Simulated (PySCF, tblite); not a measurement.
# C₄H₇FO₂Si: geometry, infrared bands and NMR shifts

What infrared bands and NMR shifts should C₄H₇FO₂Si (`C[SiH2]C(F)(C=O)C=O`) show?

Programs: tblite 0.8.0 and PySCF 2.14.0, with density-fitted response routines of our own. Each step states its level of theory. These are calculated values for one molecule in the gas phase, unless marked as measured. Atoms are numbered from 0 throughout.

## Step 1: Starting geometry

15 atoms, charge 0, multiplicity 1; geometry from: force field or distance geometry start.

Bonds of the start (Å): C0–Si1 1.88, Si1–C2 1.85, C2–F3 1.39, C2–C4 1.50, C4–O5 1.23, C2–C6 1.50, C6–O7 1.23, C0–H8 1.10, C0–H9 1.11, C0–H10 1.11, Si1–H11 1.47, Si1–H12 1.47, C4–H13 1.08, C6–H14 1.11.

## Step 2: Relaxing the molecule with GFN2-xTB

The job: settings as JSON, then the geometry in Å.

```
{"job": {"kind": "relax", "xc": "GFN2-xTB", "basis": "xTB"}, "charge": 0, "multiplicity": 1}
C      1.990900    -0.319600     0.185300
Si     0.703900     0.598800    -0.829600
C     -1.017500     0.123300    -0.336000
F     -1.870200     0.223300    -1.427900
C     -1.491000     0.948700     0.824400
O     -1.829600     0.345900     1.836900
C     -1.122500    -1.289600     0.145800
O     -1.854500    -2.084000    -0.445900
H      1.678700    -1.366200     0.310600
H      2.948200    -0.246900    -0.379100
H      2.140800     0.202500     1.157800
H      0.832200     2.036900    -0.557000
H      0.950500     0.429300    -2.267300
H     -1.514600     2.022200     0.727500
H     -0.549600    -1.616700     1.032700
```

On the command line:

```
$ OMP_NUM_THREADS=1 python probes_run.py task.json out
```

This one command runs all jobs of the session in turn.

**Question.** This job is followed by: GFN2-xTB harmonic vibrations, gas phase; GIAO PBE0/pcSseg-1 NMR shielding, non-relativistic, gas phase. What will the session give for the following? strongest single infrared mode (GFN2-xTB); zero-point energy (GFN2-xTB); ¹³C shifts against TMS (PBE0/pcSseg-1, means over atoms taken as alike); ¹H shifts against TMS (PBE0/pcSseg-1, means over atoms taken as alike); ²⁹Si shifts against TMS (PBE0/pcSseg-1); ¹⁹F shifts against CFCl3 (PBE0/pcSseg-1); ¹⁷O shifts against H2O (PBE0/pcSseg-1, means over atoms taken as alike).

**Answer**, as computed:

```
                                                               quantity                   value
                              strongest single infrared mode (GFN2-xTB)   1735 cm⁻¹, 518 km/mol
                                           zero-point energy (GFN2-xTB)           61.7 kcal/mol
¹³C shifts against TMS (PBE0/pcSseg-1, means over atoms taken as alike)  199.3, 113.3, -9.8 ppm
 ¹H shifts against TMS (PBE0/pcSseg-1, means over atoms taken as alike)    9.97, 4.32, 0.55 ppm
                                ²⁹Si shifts against TMS (PBE0/pcSseg-1)               -23.7 ppm
                               ¹⁹F shifts against CFCl3 (PBE0/pcSseg-1)              -222.6 ppm
¹⁷O shifts against H2O (PBE0/pcSseg-1, means over atoms taken as alike)               667.9 ppm
```

**Reading.** The optimisation took 128 steps and gained 0.934 eV; among the close pairs (by a distance rule), Si1–C2 changed most, from 1.853 to 1.983 Å. No mode is imaginary among the 39: a minimum at this level. The strongest single mode, at 1735 cm⁻¹, moves mainly C4 and O5. GFN2-xTB is a fitted tight-binding method: band positions and strengths are rough. Its intensities can rank the bands wrongly. The most deshielded carbon is C4, C6 (mean) (aldehyde carbonyl carbon), at 199.3 ppm: the double bond to the heteroatom, with no lone-pair donor beside it, deshields it most. H13, H14 (mean) (hydrogen on an aldehyde carbonyl carbon) lies farthest downfield among hydrogen, at 9.97 ppm; deshielded by the polar, anisotropic C=O bond. At PBE0/pcSseg-1: Shielding is most anisotropic at O5, O7 (span 1381 ppm, paramagnetic term -730 ppm).
